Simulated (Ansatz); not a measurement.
**SnH3S− (SMILES [S-][SnH3]): single points off equilibrium**

How do the functionals fare away from a minimum? The structure is a structure displaced at random from a GFN2-xTB minimum.

Computed with Ansatz 0.2.0, Gaussian basis. Level: single points in def2-TZVPPD.

Correlated methods freeze the cores. Filled d shells of the heavier atoms are correlated. Core potentials replace the inner electrons past krypton, and spin-orbit coupling is left out.

## (1) Starting geometry

SMILES `[S-][SnH3]`, 5 atoms, charge -1, spin multiplicity 1.

Atoms are counted from 1 here; the program's logs count them from 0.

Bond lengths: S1–Sn2 2.289 Å, Sn2–H3 1.832 Å, Sn2–H4 1.861 Å, Sn2–H5 1.795 Å. Angles: S1–Sn2–H3 119.0°, S1–Sn2–H4 117.2°, S1–Sn2–H5 116.9°, H3–Sn2–H4 99.7°, H3–Sn2–H5 100.6°, H4–Sn2–H5 100.1°.

Geometry (Å):

```xyz
5
charge -1, multiplicity 1
S    -2.04320    0.35700    1.12880
Sn   -0.05960   -0.03430    0.05520
H     0.05420    0.28700   -1.74510
H     0.60850   -1.77100    0.10570
H     1.37390    0.87070    0.64480
```

## (2) CCSD(T)/def2-TZVPPD

File run/in.yaml:

```yaml
crystal:
  periodic: [false, false, false]
  atoms:
    - {symbol: S, position_ang: [-2.043200, 0.357000, 1.128800]}
    - {symbol: Sn, position_ang: [-0.059600, -0.034300, 0.055200]}
    - {symbol: H, position_ang: [0.054200, 0.287000, -1.745100]}
    - {symbol: H, position_ang: [0.608500, -1.771000, 0.105700]}
    - {symbol: H, position_ang: [1.373900, 0.870700, 0.644800]}
basis:
  gaussian: {orbitals: "def2-TZVPPD.json"}
total_charge: -1
correlation: {method: ccsd_t}
output: {forces: true}
```

The basis file named in the input lies beside it (Basis Set Exchange, JSON).

No record of the launch command was kept for these runs.

## (3) PBE0-D4/def2-TZVPPD

run/in.yaml: that of step 2 with these lines changed.

```diff
@@ -11,3 +11,3 @@
 total_charge: -1
-correlation: {method: ccsd_t}
-output: {forces: true}
+hamiltonian: {xc: pbe0, dispersion: d4}
+output: {forces: true, orbitals: {seedname: orbitals}}
```

## (4) wB97M-V/def2-TZVPPD

run/in.yaml: that of step 3 with these lines changed.

```diff
@@ -11,3 +11,3 @@
 total_charge: -1
-hamiltonian: {xc: pbe0, dispersion: d4}
-output: {forces: true, orbitals: {seedname: orbitals}}
+hamiltonian: {xc: {name: wB97M-V}}
+output: {forces: true}
```

## (5) r2SCAN-D4/def2-TZVPPD

run/in.yaml: that of step 4 with these lines changed.

```diff
@@ -11,3 +11,3 @@
 total_charge: -1
-hamiltonian: {xc: {name: wB97M-V}}
+hamiltonian: {xc: r2scan, dispersion: d4}
 output: {forces: true}
```

## (6) PBE-D4/def2-TZVPPD

run/in.yaml: that of step 5 with these lines changed.

```diff
@@ -11,3 +11,3 @@
 total_charge: -1
-hamiltonian: {xc: r2scan, dispersion: d4}
+hamiltonian: {xc: pbe, dispersion: d4}
 output: {forces: true}
```

## (7) HSE06-D4/def2-TZVPPD

run/in.yaml: that of step 6 with these lines changed.

```diff
@@ -11,3 +11,3 @@
 total_charge: -1
-hamiltonian: {xc: pbe, dispersion: d4}
+hamiltonian: {xc: hse06, dispersion: d4}
 output: {forces: true}
```

## (8) SPW92/def2-TZVPPD

run/in.yaml: that of step 7 with these lines changed.

```diff
@@ -11,3 +11,3 @@
 total_charge: -1
-hamiltonian: {xc: hse06, dispersion: d4}
+hamiltonian: {xc: lda}
 output: {forces: true}
```

(Steps that only read results are left out.)

Q: Predict the outcome of this session. Wanted: RMS force component; RMS force error; HOMO and LUMO, PBE0-D4; T1 diagnostic.

**Answer**, as computed:

| quantity | value |
| --- | --- |
| RMS force component | 0.441 to 0.600 eV/Å over the methods |
| RMS force error | PBE0-D4 0.114, wB97M-V 0.058, r2SCAN-D4 0.117, PBE-D4 0.191, HSE06-D4 0.115, SPW92 0.173 eV/Å |
| HOMO and LUMO, PBE0-D4 | -1.33 and 3.43 eV |
| T1 diagnostic | 0.014 |

**Reading.** On forces the order runs from wB97M-V to PBE-D4. Frozen-core CCSD(T) forces in triple zeta carry basis errors of their own, and this is one geometry, so small gaps rank nothing.
